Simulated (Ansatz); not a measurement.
# B4Bi2: the cost of one run

Computed with Ansatz 0.2.0 (the levels named in each step, unless a step's input says otherwise).

**1. Starting point**

Bond lengths: B1–B2 1.704 Å, B2–B4 1.619 Å, Bi3–B4 2.169 Å, B2–Bi5 1.688 Å, Bi3–Bi5 1.774 Å, B4–Bi5 2.384 Å, B1–B6 1.708 Å, Bi3–B6 1.780 Å, B4–B6 1.683 Å, Bi5–B6 2.456 Å. Angles (14 of 25 angles, heavy atoms first): B1–B2–B4 83.9°, B1–B2–Bi5 140.7°, B4–B2–Bi5 92.2°, B2–B1–B6 65.7°, B4–Bi3–Bi5 73.6°, B4–Bi3–B6 49.3°, Bi5–Bi3–B6 87.4°, B2–B4–Bi3 81.2°, B2–B4–Bi5 45.0°, B2–B4–B6 68.1°, Bi3–B4–Bi5 45.6°, Bi3–B4–B6 53.2°, Bi5–B4–B6 72.0°, B2–Bi5–Bi3 92.4°.

As a file:

```xyz
6

B    -2.6860   -0.9894    0.6936
B    -1.6461   -0.4050   -0.5230
Bi    0.5592   -0.3030    0.6508
B    -0.8052   -1.7524   -0.2110
Bi   -0.2388    0.5090   -0.7096
B    -1.0558   -0.8341    1.1773
```

**2. A rough first relaxation, PBE-D4/def2-SVPD**

Contents of input.yaml:

```yaml
crystal:
  periodic: [false, false, false]
  atoms:
    - { symbol: B, position_ang: [-2.68601, -0.98936, 0.69357] }
    - { symbol: B, position_ang: [-1.64608, -0.40501, -0.52295] }
    - { symbol: Bi, position_ang: [0.55917, -0.30301, 0.65081] }
    - { symbol: B, position_ang: [-0.80518, -1.75236, -0.21102] }
    - { symbol: Bi, position_ang: [-0.23879, 0.50895, -0.70962] }
    - { symbol: B, position_ang: [-1.0558, -0.83413, 1.17734] }
basis:
  gaussian: { orbitals: def2-SVPD }
hamiltonian:
  xc: pbe
  dispersion: d4
relax:
  f_tol: 0.03
  max_steps: 200
```

Started as:

```sh
$ ansatz run input.yaml --threads 4 --pin off --max-ram 10240MiB --backend cpu --events-out ev --progress --plain --runs-dir out
```

**Question.** How long does this run take on 4 threads of Intel Xeon at 2.70GHz, shared host, and how much memory does it need?

About 26 s, with a peak of 0.24 GiB.
